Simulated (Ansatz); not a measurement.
# MnPt3 (Pm-3m): which magnetic order lies lowest

One table from this session's results is given with a row withheld; the runs are named, their logs left out.

Program: Ansatz 0.2.0. Level of theory: DFT LDA, scalar-relativistic, plane waves, PAW. These are calculated values, not measurements.

## The system as given

The structure is cubic, space group Pm-3m (No. 221). Conventional cell: a = 3.842 Å, b = 3.842 Å, c = 3.842 Å, α = 90.00°, β = 90.00°, γ = 90.00°. Mn (site symmetry m-3m) has 12 Pt at 2.72 Å as nearest neighbours. Pt (site symmetry 4/mmm) has 4 Mn at 2.72 Å and 8 Pt at 2.72 Å as nearest neighbours.

Coordinates:

```xyz
4
Lattice="3.8423 0.0000 0.0000 0.0000 3.8423 0.0000 0.0000 0.0000 3.8423" Properties=species:S:1:pos:R:3 pbc="T T T"
Mn    0.0000    0.0000    0.0000
Pt    0.0000    1.9211    1.9211
Pt    1.9211    0.0000    1.9211
Pt    1.9211    1.9211    0.0000
```

This cell comes from an earlier session at LDA: 14.181 Å³/atom at 0.00 GPa, on a 10×10×10 mesh.

The first run:

input.yaml reads:

```yaml
crystal:
  lattice:
    - [0.0, 3.8422971783, 3.8422971783]
    - [3.8422971783, 0.0, 3.8422971783]
    - [3.8422971783, 3.8422971783, 0.0]
  atoms:
    - { symbol: Mn, position: [0.0, 0.0, 0.0], spin: 3.5 }
    - { symbol: Pt, position: [0.5, 0.0, 0.0] }
    - { symbol: Pt, position: [0.0, 0.5, 0.0] }
    - { symbol: Pt, position: [0.0, 0.0, 0.5] }
    - { symbol: Mn, position: [0.5, 0.5, 0.5], spin: 3.5 }
    - { symbol: Pt, position: [1.0, 0.5, 0.5] }
    - { symbol: Pt, position: [0.5, 1.0, 0.5] }
    - { symbol: Pt, position: [0.5, 0.5, 1.0] }
basis:
  ecutwfc: 420
  ecutrho_ratio: 4
kpoints:
  mp_grid: { grid: [8, 8, 8] }
hamiltonian:
  xc: lda
scf:
  occupations: { method: gaussian, width: 0.05 }
  lower_state_search: "off"
output:
  forces: true
  stress: true
  eigenvalues: true
  populations: true
magnetization:
  spin_polarized: true
```

Started as:

```bash
$ ansatz run input.yaml --threads 2 --pin off --max-ram 5120MiB --backend cpu --events-out ev --progress --plain --runs-dir out
```

Among the steps run: Ferromagnetic, larger cell; Antiferromagnetic, propagation vector (1/2, 1/2, 1/2); Antiferromagnetic, propagation vector (0, 1/2, 1/2); No spin polarisation.

One of the session's tables, all rows but one given; the rest of the session is left out.

```
                                                order  above the lowest (meV/atom)  largest moment (μB)  pressure (GPa)
                                        ferromagnetic                          0.0                 3.57             0.0
antiferromagnetic, propagation vector (1/2, 1/2, 1/2)                            ?                    ?               ?
  antiferromagnetic, propagation vector (0, 1/2, 1/2)                          5.0                 3.48            -0.8
                                 no spin polarisation                        257.4                 0.00           -10.7
```

Q: Estimate the row for antiferromagnetic, propagation vector (1/2, 1/2, 1/2) from the others.

The run gave: above the lowest (meV/atom): 46.8; largest moment (μB): 3.43; pressure (GPa): -0.4. In the column «above the lowest (meV/atom)» it lies between antiferromagnetic, propagation vector (0, 1/2, 1/2) (5.0) and no spin polarisation (257.4).

The first row is the run of the earlier session that started with parallel moments (-10144.3025 eV/atom).

Caveats from the session: Only these orders were tried, at zero temperature; the one found in experiment may not be among them.
